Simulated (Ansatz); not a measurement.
# CH₄Ge (triplet): B2PLYP, RPA-PBE over vertical spin and charge gaps, cc-pVTZ

How well do these functionals follow the top wave-function level for CH₄Ge (triplet) over vertical spin and charge gaps?

The runs use Ansatz 0.2.0, Gaussian basis; cc-pVTZ, all electrons in the functionals, frozen cores in the correlation of double hybrids and RPA.

Plan: B2PLYP, RPA-PBE, at charge 0, triplet; charge 0, singlet; charge 0, quintet; charge 1, doublet; charge 1, quartet.

4 further runs of the same task are left out: 4 set aside as unsound or not needed.

## 1. The system

The geometry is a PBE0/def2-TZVP stationary point (not a proven minimum). No spin-orbit coupling is included. The filled d shell of Ge may be among the frozen orbitals whatever the setting's name suggests; the logs give the count.

6 atoms, charge 0, spin multiplicity 3.

Atoms are counted from 1 here; the program's logs count them from 0.

Bond lengths: Ge1–C2 1.900 Å, Ge1–H3 1.541 Å, Ge1–H4 1.538 Å, Ge1–H5 1.538 Å, C2–H6 1.082 Å. Angles: C2–Ge1–H3 109.8°, C2–Ge1–H4 109.6°, C2–Ge1–H5 109.6°, H3–Ge1–H4 109.4°, H3–Ge1–H5 109.4°, H4–Ge1–H5 109.0°, Ge1–C2–H6 147.0°.

No dispersion term is added.

The geometry shown and the zero of energy belong to the point charge 0, triplet. The yardstick, UCCSDT(Q), and other wave-function levels (R restricted, U unrestricted, valence and pair active spaces) come from earlier runs.

## 2. B2PLYP, charge 0, triplet

in.yaml

```yaml
crystal:
  periodic: [false, false, false]
  atoms:
    - {symbol: Ge, position_ang: [0.000000, 0.010692, 0.271396]}
    - {symbol: C, position_ang: [0.000000, -0.110084, -1.624423]}
    - {symbol: H, position_ang: [0.000001, 1.490409, 0.700986]}
    - {symbol: H, position_ang: [1.251558, -0.684470, 0.832348]}
    - {symbol: H, position_ang: [-1.251558, -0.684469, 0.832348]}
    - {symbol: H, position_ang: [0.000000, 0.419749, -2.567788]}
basis:
  gaussian: {orbitals: cc-pVTZ}
magnetization: {spin_polarized: true, initial_magnetization: 2}
hamiltonian: {xc: {name: B2PLYP}}
correlation: {electrons: outside_noble_gas}
```

On the command line:

```
> ansatz run in.yaml --threads 2 --pin off --events-out ev --progress --plain --max-ram 24576MiB --backend cuda --devices 0, --max-vram 18GiB
```

The program printed:

```text
Functional definition: B2PLYP
  name "B2PLYP"
  cite "Grimme, J. Chem. Phys. 124, 034108 (2006) doi:10.1063/1.2148954"
  cite "Becke, Phys. Rev. A 38, 3098 (1988) doi:10.1103/PhysRevA.38.3098"
  cite "Lee, Yang & Parr, Phys. Rev. B 37, 785 (1988) doi:10.1103/PhysRevB.37.785"
  parameter a = 0.53
  parameter c = 0.27
  exchange = (1 - a)*b88_x + a*exact_x
  correlation = (1 - c)*lyp_c + c*(mp2_os + mp2_ss)
757 factors; integrals over basis functions are off by at most 9.9e-4 eV
mean field evaluation 1: about -57601.9098 eV, gradient 1.5e1 eV
mean field evaluation 2: about -57601.9375 eV, gradient 1.5e1 eV
mean field evaluation 4: about -57603.2239 eV, gradient 1.4e0 eV
mean field evaluation 8: about -57603.2504 eV, gradient 5.4e-2 eV
mean field evaluation 16: about -57603.2505 eV, gradient 1.3e-4 eV
mean field -57603.25050990 eV, -2116.8804113533 hartree, gradient 8.3e-6 eV, S^2 2.013535; 0 other end points of the search recorded, 0 dependent functions left out
15 core orbitals not correlated: weight in the atoms' cores, before any rotation towards them, 0.998 or more for the frozen orbitals, at most 0.001 for the correlated occupied ones
reference -57603.25065127 eV, -2116.8804165486 hartree; 7, 5 occupied and 107, 109 virtual orbitals, 757 factors
second order -7.80250604 eV of doubles, -0.00000000 eV of singles
Total energy: -57605.35732790 eV, -2116.9578354868 hartree
```

It took 4.4 s on 1 × H100 (card shared with other runs) with 2 threads of AMD EPYC 7R13, shared host; peak host memory 0.8 GiB.

From the report: ⟨S²⟩ of the determinant 2.014 (pure triplet: 2.00).

## 3. B2PLYP, charge 0, singlet

Edit in.yaml of step 2 so:

```diff
@@ -11,3 +11,3 @@
   gaussian: {orbitals: cc-pVTZ}
-magnetization: {spin_polarized: true, initial_magnetization: 2}
+magnetization: {spin_polarized: true, initial_magnetization: 0}
 hamiltonian: {xc: {name: B2PLYP}}
```

The command is unchanged.

The program printed, shortened:

```text
Functional definition: B2PLYP
  name "B2PLYP"
  cite "Grimme, J. Chem. Phys. 124, 034108 (2006) doi:10.1063/1.2148954"
  cite "Becke, Phys. Rev. A 38, 3098 (1988) doi:10.1103/PhysRevA.38.3098"
  cite "Lee, Yang & Parr, Phys. Rev. B 37, 785 (1988) doi:10.1103/PhysRevB.37.785"
[...]
757 factors; integrals over basis functions are off by at most 9.9e-4 eV
[...]
mean field -57602.76503849 eV, -2116.8625706081 hartree, gradient 1.7e-6 eV, S^2 0.988054; 5 other end points of the search recorded, 0 dependent functions left out
15 core orbitals not correlated: weight in the atoms' cores, before any rotation towards them, 0.999 or more for the frozen orbitals, at most 0.001 for the correlated occupied ones
reference -57602.76517920 eV, -2116.8625757792 hartree; 6, 6 occupied and 108, 108 virtual orbitals, 757 factors
second order -7.92722176 eV of doubles, -0.00000000 eV of singles
Total energy: -57604.90552908 eV, -2116.9412321864 hartree
```

Run time: 25 s. Hardware: 1 × H100 (card shared with other runs) with 2 threads of AMD EPYC 7R13, shared host; peak host memory 0.81 GiB.

From the report: ⟨S²⟩ of the determinant 0.988 (pure singlet: 0.00). The determinant is far from a pure spin state, so its energy mixes those of several spin states (harmless only where they are near-degenerate, as at dissociation).

From charge 0, triplet: +43.6 kJ/mol.

## 4. B2PLYP, charge 0, quintet

Edit in.yaml of step 3 so:

```diff
@@ -11,3 +11,3 @@
   gaussian: {orbitals: cc-pVTZ}
-magnetization: {spin_polarized: true, initial_magnetization: 0}
+magnetization: {spin_polarized: true, initial_magnetization: 4}
 hamiltonian: {xc: {name: B2PLYP}}
```

Same command.

The program printed, shortened:

```text
Functional definition: B2PLYP
  name "B2PLYP"
  cite "Grimme, J. Chem. Phys. 124, 034108 (2006) doi:10.1063/1.2148954"
  cite "Becke, Phys. Rev. A 38, 3098 (1988) doi:10.1103/PhysRevA.38.3098"
  cite "Lee, Yang & Parr, Phys. Rev. B 37, 785 (1988) doi:10.1103/PhysRevB.37.785"
[...]
757 factors; integrals over basis functions are off by at most 9.9e-4 eV
[...]
a density is far from that of the atoms, so the factors are made again for it
785 factors; integrals over basis functions are off by at most 8.5e-4 eV
[...]
mean field -57594.57754020 eV, -2116.5616855956 hartree, gradient 2.1e-6 eV, S^2 6.020394; 11 other end points of the search recorded, 0 dependent functions left out
15 core orbitals not correlated: weight in the atoms' cores, before any rotation towards them, 0.998 or more for the frozen orbitals, at most 0.001 for the correlated occupied ones
reference -57594.57769294 eV, -2116.5616912086 hartree; 8, 4 occupied and 106, 110 virtual orbitals, 785 factors
second order -7.60293603 eV of doubles, -0.00000000 eV of singles
Total energy: -57596.63048567 eV, -2116.6371299499 hartree
```

It took 15 s on 1 × H100 (card shared with other runs) with 2 threads of AMD EPYC 7R13, shared host; peak host memory 0.81 GiB.

From the report: ⟨S²⟩ of the determinant 6.020 (pure quintet: 6.00).

From charge 0, triplet: +842.0 kJ/mol.

## 5. B2PLYP, charge 1, doublet

Edit in.yaml of step 4 so:

```diff
@@ -11,3 +11,4 @@
   gaussian: {orbitals: cc-pVTZ}
-magnetization: {spin_polarized: true, initial_magnetization: 4}
+total_charge: 1
+magnetization: {spin_polarized: true, initial_magnetization: 1}
 hamiltonian: {xc: {name: B2PLYP}}
```

Launched as before.

The program printed, shortened:

```text
Functional definition: B2PLYP
  name "B2PLYP"
  cite "Grimme, J. Chem. Phys. 124, 034108 (2006) doi:10.1063/1.2148954"
  cite "Becke, Phys. Rev. A 38, 3098 (1988) doi:10.1103/PhysRevA.38.3098"
  cite "Lee, Yang & Parr, Phys. Rev. B 37, 785 (1988) doi:10.1103/PhysRevB.37.785"
[...]
757 factors; integrals over basis functions are off by at most 9.9e-4 eV
[...]
mean field -57594.00869535 eV, -2116.5407809328 hartree, gradient 3.6e-6 eV, S^2 0.758953; 2 other end points of the search recorded, 0 dependent functions left out
15 core orbitals not correlated: weight in the atoms' cores, before any rotation towards them, 0.998 or more for the frozen orbitals, at most 0.001 for the correlated occupied ones
reference -57594.00884227 eV, -2116.5407863322 hartree; 6, 5 occupied and 108, 109 virtual orbitals, 757 factors
second order -7.37861965 eV of doubles, -0.00000000 eV of singles
Total energy: -57596.00106958 eV, -2116.6139993352 hartree
```

It took 6 s on 1 × H100 (card shared with other runs) with 2 threads of AMD EPYC 7R13, shared host; peak host memory 0.81 GiB.

From the report: ⟨S²⟩ of the determinant 0.759 (pure doublet: 0.75).

From charge 0, triplet: +902.7 kJ/mol.

## 6. B2PLYP, charge 1, quartet

Edit in.yaml of step 5 so:

```diff
@@ -12,3 +12,3 @@
 total_charge: 1
-magnetization: {spin_polarized: true, initial_magnetization: 1}
+magnetization: {spin_polarized: true, initial_magnetization: 3}
 hamiltonian: {xc: {name: B2PLYP}}
```

The command is unchanged.

The program printed, shortened:

```text
Functional definition: B2PLYP
  name "B2PLYP"
  cite "Grimme, J. Chem. Phys. 124, 034108 (2006) doi:10.1063/1.2148954"
  cite "Becke, Phys. Rev. A 38, 3098 (1988) doi:10.1103/PhysRevA.38.3098"
  cite "Lee, Yang & Parr, Phys. Rev. B 37, 785 (1988) doi:10.1103/PhysRevB.37.785"
[...]
757 factors; integrals over basis functions are off by at most 9.9e-4 eV
[...]
mean field -57591.27157756 eV, -2116.4401937093 hartree, gradient 5.0e-6 eV, S^2 3.790799; 7 other end points of the search recorded, 0 dependent functions left out
15 core orbitals not correlated: weight in the atoms' cores, before any rotation towards them, 0.999 or more for the frozen orbitals, at most 0.001 for the correlated occupied ones
reference -57591.27172267 eV, -2116.4401990419 hartree; 7, 4 occupied and 107, 110 virtual orbitals, 757 factors
second order -7.00175485 eV of doubles, -0.00000000 eV of singles
Total energy: -57593.16219648 eV, -2116.5096726730 hartree
```

Wall time 5.5 s (1 × H100 (card shared with other runs) with 2 threads of AMD EPYC 7R13, shared host); peak host memory 0.81 GiB.

From the report: ⟨S²⟩ of the determinant 3.791 (pure quartet: 3.75).

From charge 0, triplet: +1176.7 kJ/mol.

## 7. RPA-PBE, charge 0, triplet

Edit in.yaml of step 6 so:

```diff
@@ -11,5 +11,4 @@
   gaussian: {orbitals: cc-pVTZ}
-total_charge: 1
-magnetization: {spin_polarized: true, initial_magnetization: 3}
-hamiltonian: {xc: {name: B2PLYP}}
-correlation: {electrons: outside_noble_gas}
+magnetization: {spin_polarized: true, initial_magnetization: 2}
+hamiltonian: {xc: {name: PBE}}
+correlation: {method: rpa, electrons: outside_noble_gas}
```

Launched as before.

The program printed, shortened:

```text
Functional definition: PBE
  name "PBE"
  cite "Perdew, Burke & Ernzerhof, Phys. Rev. Lett. 77, 3865 (1996) doi:10.1103/PhysRevLett.77.3865"
  parent pbe
[...]
757 factors; integrals over basis functions are off by at most 9.9e-4 eV
[...]
mean field -57607.37288624 eV, -2117.0319058895 hartree, gradient 7.3e-6 eV, S^2 2.008193; 0 other end points of the search recorded, 0 dependent functions left out
15 core orbitals not correlated: weight in the atoms' cores, before any rotation towards them, 0.997 or more for the frozen orbitals, at most 0.001 for the correlated occupied ones
reference -57564.96634453 eV, -2115.4734942258 hartree; 7, 5 occupied and 107, 109 virtual orbitals, 757 factors
Total energy: -57577.97144040 eV, -2115.9514226839 hartree
```

It took 6 s on 1 × H100 (card shared with other runs) with 2 threads of AMD EPYC 7R13, shared host; peak host memory 0.87 GiB.

From the report: ⟨S²⟩ of the determinant 2.008 (pure triplet: 2.00).

## 8. RPA-PBE, charge 0, singlet

Edit in.yaml of step 7 so:

```diff
@@ -11,3 +11,3 @@
   gaussian: {orbitals: cc-pVTZ}
-magnetization: {spin_polarized: true, initial_magnetization: 2}
+magnetization: {spin_polarized: true, initial_magnetization: 0}
 hamiltonian: {xc: {name: PBE}}
```

Same command.

The program printed, shortened:

```text
Functional definition: PBE
  name "PBE"
  cite "Perdew, Burke & Ernzerhof, Phys. Rev. Lett. 77, 3865 (1996) doi:10.1103/PhysRevLett.77.3865"
  parent pbe
[...]
757 factors; integrals over basis functions are off by at most 9.9e-4 eV
[...]
mean field -57606.95423347 eV, -2117.0165206838 hartree, gradient 4.0e-8 eV, S^2 0.986010; 11 other end points of the search recorded, 0 dependent functions left out
15 core orbitals not correlated: weight in the atoms' cores, before any rotation towards them, 0.997 or more for the frozen orbitals, at most 0.001 for the correlated occupied ones
reference -57564.20668697 eV, -2115.4455773254 hartree; 6, 6 occupied and 108, 108 virtual orbitals, 757 factors
Total energy: -57577.50549517 eV, -2115.9342995125 hartree
```

It took 26 s on 1 × H100 (card shared with other runs) with 2 threads of AMD EPYC 7R13, shared host; peak host memory 0.89 GiB.

From the report: ⟨S²⟩ of the determinant 0.986 (pure singlet: 0.00). The determinant is far from a pure spin state, so its energy mixes those of several spin states (harmless only where they are near-degenerate, as at dissociation).

From charge 0, triplet: +45.0 kJ/mol.

## 9. RPA-PBE, charge 0, quintet

Edit in.yaml of step 8 so:

```diff
@@ -11,3 +11,3 @@
   gaussian: {orbitals: cc-pVTZ}
-magnetization: {spin_polarized: true, initial_magnetization: 0}
+magnetization: {spin_polarized: true, initial_magnetization: 4}
 hamiltonian: {xc: {name: PBE}}
```

Launched as before.

The program printed, shortened:

```text
Functional definition: PBE
  name "PBE"
  cite "Perdew, Burke & Ernzerhof, Phys. Rev. Lett. 77, 3865 (1996) doi:10.1103/PhysRevLett.77.3865"
  parent pbe
[...]
757 factors; integrals over basis functions are off by at most 9.9e-4 eV
[...]
mean field -57599.30044133 eV, -2116.7352490107 hartree, gradient 2.1e-6 eV, S^2 6.007117; 8 other end points of the search recorded, 0 dependent functions left out
15 core orbitals not correlated: weight in the atoms' cores, before any rotation towards them, 0.998 or more for the frozen orbitals, at most 0.001 for the correlated occupied ones
reference -57555.64630649 eV, -2115.1309891453 hartree; 8, 4 occupied and 106, 110 virtual orbitals, 757 factors
Total energy: -57569.64628601 eV, -2115.6454789030 hartree
```

Wall time 11 s (1 × H100 (card shared with other runs) with 2 threads of AMD EPYC 7R13, shared host); peak host memory 0.88 GiB.

From the report: ⟨S²⟩ of the determinant 6.007 (pure quintet: 6.00).

From charge 0, triplet: +803.3 kJ/mol.

## 10. RPA-PBE, charge 1, doublet

Edit in.yaml of step 9 so:

```diff
@@ -11,3 +11,4 @@
   gaussian: {orbitals: cc-pVTZ}
-magnetization: {spin_polarized: true, initial_magnetization: 4}
+total_charge: 1
+magnetization: {spin_polarized: true, initial_magnetization: 1}
 hamiltonian: {xc: {name: PBE}}
```

The command is unchanged.

The program printed, shortened:

```text
Functional definition: PBE
  name "PBE"
  cite "Perdew, Burke & Ernzerhof, Phys. Rev. Lett. 77, 3865 (1996) doi:10.1103/PhysRevLett.77.3865"
  parent pbe
[...]
757 factors; integrals over basis functions are off by at most 9.9e-4 eV
[...]
mean field -57598.13817158 eV, -2116.6925363853 hartree, gradient 3.6e-6 eV, S^2 0.767667; 6 other end points of the search recorded, 0 dependent functions left out
15 core orbitals not correlated: weight in the atoms' cores, before any rotation towards them, 0.997 or more for the frozen orbitals, at most 0.001 for the correlated occupied ones
reference -57555.40426502 eV, -2115.1220942853 hartree; 6, 5 occupied and 108, 109 virtual orbitals, 757 factors
Total energy: -57568.44349540 eV, -2115.6012771633 hartree
```

Run time: 9 s. Hardware: 1 × H100 (card shared with other runs) with 2 threads of AMD EPYC 7R13, shared host; peak host memory 0.87 GiB.

From the report: ⟨S²⟩ of the determinant 0.768 (pure doublet: 0.75).

From charge 0, triplet: +919.3 kJ/mol.

## 11. RPA-PBE, charge 1, quartet

Edit in.yaml of step 10 so:

```diff
@@ -12,3 +12,3 @@
 total_charge: 1
-magnetization: {spin_polarized: true, initial_magnetization: 1}
+magnetization: {spin_polarized: true, initial_magnetization: 3}
 hamiltonian: {xc: {name: PBE}}
```

Same command.

The program printed, shortened:

```text
Functional definition: PBE
  name "PBE"
  cite "Perdew, Burke & Ernzerhof, Phys. Rev. Lett. 77, 3865 (1996) doi:10.1103/PhysRevLett.77.3865"
  parent pbe
[...]
757 factors; integrals over basis functions are off by at most 9.9e-4 eV
[...]
mean field -57595.61911839 eV, -2116.5999628881 hartree, gradient 8.5e-6 eV, S^2 3.762189; 10 other end points of the search recorded, 0 dependent functions left out
15 core orbitals not correlated: weight in the atoms' cores, before any rotation towards them, 0.998 or more for the frozen orbitals, at most 0.001 for the correlated occupied ones
reference -57553.05546272 eV, -2115.0357773927 hartree; 7, 4 occupied and 107, 110 virtual orbitals, 757 factors
Total energy: -57565.97012313 eV, -2115.5103824092 hartree
```

Wall time 7 s (1 × H100 (card shared with other runs) with 2 threads of AMD EPYC 7R13, shared host); peak host memory 0.88 GiB.

From the report: ⟨S²⟩ of the determinant 3.762 (pure quartet: 3.75).

From charge 0, triplet: +1158.0 kJ/mol.

## 12. Against the wave-function levels

The yardstick is UCCSDT(Q), where the cluster series has nearly closed. It comes from earlier runs at the same points. Energies in kJ/mol, counted from charge 0, triplet; blanks weren't run or aren't comparable.

```csv
level,triplet to singlet,triplet to quintet,ionisation to the doublet cation,ionisation to the quartet cation
UCCSDT(Q),,,912.0,1186.1
B2PLYP,43.6,842.0,902.7,1176.7
RPA-PBE,45.0,803.3,919.3,1158.0
```

Largest miss and mean time a point (UCCSDT(Q) took 1.9 min a point; shared hosts):

```csv
level,largest miss (kJ/mol),where,time a point
B2PLYP,-9.5,ionisation to the quartet cation,11 s
RPA-PBE,-28.2,ionisation to the quartet cation,12 s
```

## 13. What came out

| quantity | value |
| --- | --- |
| ionisation to the doublet cation, UCCSDT(Q) | 912.0 kJ/mol |
| ionisation to the quartet cation, UCCSDT(Q) | 1186.1 kJ/mol |
| largest miss, B2PLYP | -9.5 kJ/mol (ionisation to the quartet cation) |
| largest miss, RPA-PBE | -28.2 kJ/mol (ionisation to the quartet cation) |

In words: Misses are known at 2 of 4 points at best, and only functionals with that many are ranked. Of the functionals, B2PLYP keep the smallest largest miss at the points compared (at most 9.5 kJ/mol) and RPA-PBE strays most (28.2 kJ/mol, at ionisation to the quartet cation). B2PLYP, RPA-PBE clearly break the spin symmetry at some points (⟨S²⟩ up to 0.99 above the pure value), so energy there is bought with a mixed spin. Functionals and the yardstick converge differently with the basis, so part of each miss in cc-pVTZ is the basis. The program flags that the yardstick's amplitudes may have other solutions at some points.
